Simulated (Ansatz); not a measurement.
Which YAML input does this script hand to the engine? (Ansatz 0.2.0 through its Python package)

The script, `phonons.py`:
```python
"""Phonons of Ti3In by finite displacements."""

from pathlib import Path

import ansatz as az
import numpy as np

XC = "pbesol"
TOLERANCE = 1e-07
SMEARING = "Gaussian"
SIGMA = 0.15
ECUT = 450
MESH = (7, 7, 7)

vectors = np.array([
    [0.0, 3.321058, 3.321058],
    [3.321058, 0.0, 3.321058],
    [3.321058, 3.321058, 0.0],
])
ti3in = (
    az.Lattice.of(vectors)
    .atom("Ti", (0.75, 0.75, 0.75))
    .atom("Ti", (0.0, 0.0, 0.0))
    .atom("Ti", (0.25, 0.25, 0.25))
    .atom("In", (0.5, 0.5, 0.5))
)

# the cell itself: zone-centre modes alone
setup = (
    ti3in.calculation()
    .functional(XC)
    .scf(tolerance=TOLERANCE)
    .occupations(SMEARING, width=SIGMA)  # fractional filling near the Fermi level
    .pseudopotentials("paw")
    .basis(ECUT)
    .kpoints(*MESH)  # sampling of the Brillouin zone
    .phonons("fd", supercell=1)
)
outcome = setup.run(threads=1, runs_dir="runs")
folder = Path(outcome.output_folder) / "results"
ph = outcome.phonons

print("modes at Gamma (1/cm):", np.round(ph.gamma_omega_inv_cm, 1) + 0.0)
print(f"{ph.n_members} displaced supercells, sum-rule residual {ph.asr_residual_pre_ev_ang2:.1e} eV/A^2")
optical = np.sort(ph.gamma_omega_inv_cm)
print("imaginary modes at Gamma:", int((optical < -10).sum()), "- highest mode", round(float(optical[-1]), 1), "1/cm")
```

Running `python phonons.py` prints:
```text
modes at Gamma (1/cm): [  0.    0.    0.  142.1 142.1 142.1 165.8 165.8 165.8 213.4 213.4 213.4]
3 displaced supercells, sum-rule residual 3.4e-04 eV/A^2
imaginary modes at Gamma: 0 - highest mode 213.4 1/cm
```

`input.yaml`:
```yaml
crystal:
  lattice:
    - [0.0, 3.321058, 3.321058]
    - [3.321058, 0.0, 3.321058]
    - [3.321058, 3.321058, 0.0]
  atoms:
    - { symbol: Ti, position: [0.75, 0.75, 0.75] }
    - { symbol: Ti, position: [0.0, 0.0, 0.0] }
    - { symbol: Ti, position: [0.25, 0.25, 0.25] }
    - { symbol: In, position: [0.5, 0.5, 0.5] }
basis:
  ecutwfc: 450.0
kpoints:
  mp_grid:
    grid: [7, 7, 7]
hamiltonian:
  xc: pbesol
  pseudopotentials:
    kind: paw
scf:
  convergence:
    dr2_threshold: 1.0e-07
  occupations:
    method: gaussian
    width: 0.15
phonons:
  method: fd
  supercell: [1, 1, 1]
```

What to keep in mind:
- The cell isn't relaxed first, so the values belong to this volume.
- For a metal this k-point mesh is coarse: on a finer one energies can move by several to tens of meV an atom and pressures by half a GPa or more, differences at one mesh by less.
- The structure comes from a database of computed cells and needn't be a stable or known phase.
- The structure is taken as given and the supercell is small; imaginary modes can come from an unrelaxed or unstable start. Phonons of metals also depend on mesh and smearing.
- It ran for 40 s on 1 thread of Arm Neoverse V1, on a shared host, peak memory 0.5 GiB.

(Lines on the test bed's own set-up are left out of the output.)
